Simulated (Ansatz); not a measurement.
# TaF3: a trigonal deformation path

The task here is to estimate one member of a computed series from the others.

Method: DFT PBE, scalar-relativistic, plane waves, PAW, in Ansatz 0.2.0.

**The starting structure**

The structure is cubic, space group Pm-3m (No. 221). Conventional cell: a = 3.901 Å, b = 3.901 Å, c = 3.901 Å, α = 90.00°, β = 90.00°, γ = 90.00°. Ta (site symmetry m-3m) is surrounded by 6 F at 1.95 Å. Around F (site symmetry 4/mmm) lie 2 Ta at 1.95 Å.

Coordinates:

```
CELL_PARAMETERS angstrom
3.90120 0.00000 0.00000
0.00000 3.90120 0.00000
0.00000 0.00000 3.90120
ATOMIC_POSITIONS crystal
Ta 0.00000 0.00000 0.00000
F 0.50000 0.00000 0.00000
F 0.00000 0.50000 0.00000
F 0.00000 0.00000 0.50000
```

No relaxation comes first: the listed cell is the starting point.

**Zero of energy**

Reference values: F = -12357.8148 eV; pressure 25.52 GPa; largest force 0.000 eV/Å; gap on the mesh none (metal). It was computed beforehand with the settings of the runs below.

Set-up of the first run:

At fixed volume and fractional coordinates, lengths along (0.577, 0.577, 0.577) are scaled against those across it; ρ is that ratio over its starting value.

input.yaml

```yaml
crystal:
  lattice:
    - [4.0960033332, -0.8192006666, -0.8192006666]
    - [-0.8192006666, 4.0960033332, -0.8192006666]
    - [-0.8192006666, -0.8192006666, 4.0960033332]
  atoms:
    - { symbol: Ta, position: [0.0, 0.0, 0.0] }
    - { symbol: F, position: [0.5, 0.0, 0.0] }
    - { symbol: F, position: [0.0, 0.5, 0.0] }
    - { symbol: F, position: [0.0, 0.0, 0.5] }
basis:
  ecutwfc: 420
kpoints:
  mp_grid: { grid: [14, 14, 14] }
hamiltonian:
  xc: pbe
scf:
  occupations: { method: gaussian, width: 0.15 }
output:
  forces: true
  stress: true
  eigenvalues: true
```

Command:

```
ansatz run input.yaml --threads 1 --pin off --max-ram 2560MiB --backend cpu --events-out ev --progress --plain --runs-dir out
```

Among the steps run: ρ = 0.500; Point ρ = 2.000; ρ = 0.710; ρ = 1.410; ρ = 0.600; ρ = 0.850; Point ρ = 1.200; ρ = 1.700; At ρ = 0.930; ρ = 1.080.

One table of the session follows, with a row left open; its other results are not shown here.

```
    ρ  ΔE (meV/atom)  pressure (GPa)
0.500          -62.2            -9.5
0.600         -146.2             1.7
0.710         -138.0            12.2
0.850          -54.3            21.7
0.930          -12.6            24.7
1.000            0.0            25.5
1.080          -14.4            24.6
1.200              ?               ?
1.410         -104.8            11.0
1.700           98.3            -0.3
2.000          634.2            -6.0
```

Q: Estimate the row for ρ = 1.200 from the others.

Worked estimate for «ΔE (meV/atom)». A straight line through the neighbours (1.080, -14.4) and (1.410, -104.8) gives -14.4 + (-104.8 + 14.4) × (1.200 − 1.080) / (1.410 − 1.080) = -47.3; a parabola fitted to 4 rows on both sides gives -92.7.

**Answer.** ΔE (meV/atom): -65.2; pressure (GPa): 20.5. In «ΔE (meV/atom)» the line misses by +17.9 and the parabola by -27.5.
